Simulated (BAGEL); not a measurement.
# Br2 (bromine) at 4 levels

Aim: a comparison of 4 runs (HF/STO-3G, HF/3-21G, HF/6-31G*, FCI/STO-3G) of Br2 (bromine). 

The calculation is run with BAGEL 1.2.2.

11 further runs of the same task are left out: 11 set aside as unsound or not needed.

## (1) The structure to begin with

Br2: 2 atoms, total charge 0, spin state singlet. As SMILES, `BrBr`. The Br1–Br2 distance was set to 2.966 Å, away from the relaxed value.

Bond lengths: Br1–Br2 2.966 Å.

## (2) A single-point energy at HF/STO-3G (density fitting with cc-pvqz-jkfit) (run 1)

input.json

```json
{ "bagel": [

{
  "title": "molecule",
  "basis": "sto-3g",
  "df_basis": "cc-pvqz-jkfit",
  "angstrom": "true",
  "geometry": [
    { "atom": "Br", "xyz": [       1.556768,      -0.520624,       0.797632 ] },
    { "atom": "Br", "xyz": [      -0.972980,       0.325390,      -0.498520 ] }
  ]
},

{
  "title": "hf"
},

{
  "title": "print",
  "file": "orbitals.molden",
  "orbitals": "true"
}

]}
```

Run with:

```console
$ BAGEL_NUM_THREADS=1 BAGEL input.json > input.out
```

What it wrote:

```text
* using 1 threads per process

  ===============================================================
  ===============================================================

  *** Geometry ***

  { "atom" : "Br", "xyz" : [      2.941865,     -0.983837,      1.507306 ] },
  { "atom" : "Br", "xyz" : [     -1.838666,      0.614898,     -0.942066 ] },

  Number of auxiliary basis functions:      436

  Since a DF basis is specified, we compute 2- and 3-index integrals:
    o Being stored without compression. Storage requirement is 0.005 GB

  Number of basis functions:       36
  Number of electrons      :       70

    * METHOD: MOLECULE                             0.12

  *** RHF ***

  === Nuclear Repulsion ===
   218.5798129581

      * DIIS with orbital gradients will be used.

  === RHF iteration (sto-3g) ===
      0      -5089.21323068          0.00058015           0.03
      1      -5089.21325516          0.00003183           0.03
      2      -5089.21325525          0.00000085           0.03
      3      -5089.21325525          0.00000004           0.03
      4      -5089.21325525          0.00000000           0.03
    * SCF iteration converged.

    * Permanent dipole moment:
           (    0.000000,    -0.000000,     0.000000) a.u.

    * METHOD: HF                                   0.23

    * METHOD: PRINT                                0.00

  ===============================================================
```

Run time: 0.48 s. Hardware: 1 thread of Arm Neoverse V1, shared host; peak memory 0.14 GiB.

## (3) The energy at HF/3-21G (density fitting with cc-pvqz-jkfit) (run 2)

calc.json

```json
{ "bagel": [

{
  "title": "molecule",
  "basis": "3-21g",
  "df_basis": "cc-pvqz-jkfit",
  "angstrom": true,
  "geometry": [
    { "atom": "Br", "xyz": [    1.556768,   -0.520624,    0.797632 ] },
    { "atom": "Br", "xyz": [   -0.972980,    0.325390,   -0.498520 ] }
  ]
},
{ "title": "hf" },
{ "title": "print", "file": "orbitals.molden", "orbitals": true }

]}
```

Run with:

```console
$ BAGEL_NUM_THREADS=1 BAGEL calc.json > calc.out
```

What it wrote:

```text
* using 1 threads per process

  ===============================================================
  ===============================================================

  *** Geometry ***

  { "atom" : "Br", "xyz" : [      2.941865,     -0.983837,      1.507306 ] },
  { "atom" : "Br", "xyz" : [     -1.838666,      0.614898,     -0.942066 ] },

  Number of auxiliary basis functions:      436

  Since a DF basis is specified, we compute 2- and 3-index integrals:
    o Being stored without compression. Storage requirement is 0.007 GB

  Number of basis functions:       44
  Number of electrons      :       70

    * METHOD: MOLECULE                             0.13

  *** RHF ***

  === Nuclear Repulsion ===
   218.5798129581

      * DIIS with orbital gradients will be used.

  === RHF iteration (3-21g) ===
      0      -5120.03147142          0.00212035           0.04
      1      -5120.03571589          0.00043520           0.04
      2      -5120.03594262          0.00007340           0.04
      3      -5120.03594712          0.00000694           0.04
      4      -5120.03594716          0.00000078           0.04
      5      -5120.03594716          0.00000005           0.04
      6      -5120.03594716          0.00000001           0.04
    * SCF iteration converged.

    * Permanent dipole moment:
           (    0.000000,    -0.000000,     0.000000) a.u.

    * METHOD: HF                                   0.35

    * METHOD: PRINT                                0.01

  ===============================================================
```

Wall time 0.6 s (1 thread of Arm Neoverse V1, shared host); peak memory 0.14 GiB.

Run 3 isn't shown in full; the table further down has it.

## (4) The energy at FCI/STO-3G (density fitting with cc-pvqz-jkfit) (run 4)

calc.json

```json
{ "bagel" : [

{
  "title" : "molecule",
  "basis" : "sto-3g",
  "df_basis" : "cc-pvqz-jkfit",
  "angstrom" : true,
  "geometry" : [
    { "atom" : "Br", "xyz" : [    1.556768,   -0.520624,    0.797632 ] },
    { "atom" : "Br", "xyz" : [   -0.972980,    0.325390,   -0.498520 ] }
  ]
},
{ "title" : "hf" },
{ "title" : "fci", "nstate" : 1, "ncore" : 18 }

]}
```

Run with:

```console
$ BAGEL_NUM_THREADS=1 BAGEL calc.json > calc.out
```

What it wrote:

```text
* using 1 threads per process

  ===============================================================
  ===============================================================

  *** Geometry ***

  { "atom" : "Br", "xyz" : [      2.941865,     -0.983837,      1.507306 ] },
  { "atom" : "Br", "xyz" : [     -1.838666,      0.614898,     -0.942066 ] },

  Number of auxiliary basis functions:      436

  Since a DF basis is specified, we compute 2- and 3-index integrals:
    o Being stored without compression. Storage requirement is 0.005 GB

  Number of basis functions:       36
  Number of electrons      :       70

    * METHOD: MOLECULE                             0.13

  *** RHF ***

  === Nuclear Repulsion ===
   218.5798129581

      * DIIS with orbital gradients will be used.

  === RHF iteration (sto-3g) ===
      0      -5089.21323068          0.00058015           0.04
      1      -5089.21325516          0.00003183           0.03
      2      -5089.21325525          0.00000085           0.03
      3      -5089.21325525          0.00000004           0.03
      4      -5089.21325525          0.00000000           0.03
    * SCF iteration converged.

    * Permanent dipole moment:
           (    0.000000,    -0.000000,     0.000000) a.u.

    * METHOD: HF                                   0.24

  ---------------------------
        FCI calculation
  ---------------------------

  Performs exactly the same way as Knowles & Handy 1984 CPL

  o alpha-beta strings
      length:            36
  o size of the space
      determinant space:  324
      spin-adapted space: 171

  o single displacement lists (alpha)
      length:           612
  o single displacement lists (beta)
      length:           612

     guess   0:   closed 11111111111111111.   open ..................

  === FCI iteration ===

      0  0     -5089.21325525     9.81e-03      0.00
      1  0     -5089.28056158     3.76e-03      0.00
      2  0     -5089.28826199     6.41e-04      0.00
      3  0     -5089.28842395     1.32e-04      0.00
      4  0     -5089.28843528     5.53e-05      0.00
      5  0     -5089.28844016     2.85e-05      0.00
      6  0     -5089.28844043     3.75e-06      0.00
      7  0     -5089.28844043     4.20e-07      0.00
      8  0     -5089.28844043     5.05e-08      0.00
      9  0     -5089.28844043     1.63e-09      0.00
     10  0 *   -5089.28844043     3.89e-11      0.00

     * ci vector, state   0, <S^2> = -0.0000
       22222222222222222.     0.9043505078
       2222222222222222.2    -0.4202554254

    * METHOD: FCI                                  0.04

  ===============================================================
```

Wall time 0.54 s (1 thread of Arm Neoverse V1, shared host); peak memory 0.14 GiB.

## (5) The series

| run | level | number of roots | frozen core orbitals | energy (Eh) | dipole moment (D) | HOMO energy (eV) | LUMO energy (eV) | wall time |
| --- | --- | --- | --- | --- | --- | --- | --- | --- |
| 1 | HF/STO-3G (density fitting with cc-pvqz-jkfit) | – | – | -5089.213255 | 0.00 | -8.76 | 0.06 | 0.48 s |
| 2 | HF/3-21G (density fitting with cc-pvqz-jkfit) | – | – | -5120.035947 | 0.00 | -11.55 | -2.89 | 0.6 s |
| 3 | HF/6-31G* (density fitting with cc-pvqz-jkfit, spherical functions) | – | – | -5144.122585 | 0.00 | -12.01 | -3.42 | 1 s |
| 4 | FCI/STO-3G (density fitting with cc-pvqz-jkfit) | 1 | 18 | -5089.288440 | – | – | – | 0.54 s |

## (6) What came out

```
           quantity           value
run 4: total energy  -5089.28844 Eh
```

What this shows: Against full CI in this basis: HF +75.2 mEh. Over runs 1, 2, 3 the HOMO–LUMO gap runs from 8.59 eV (HF/6-31G*) to 8.82 eV (HF/STO-3G). In runs 1, 4 the basis is minimal, so the values are rough. All runs together took 2.6 s, the longest 1 s.
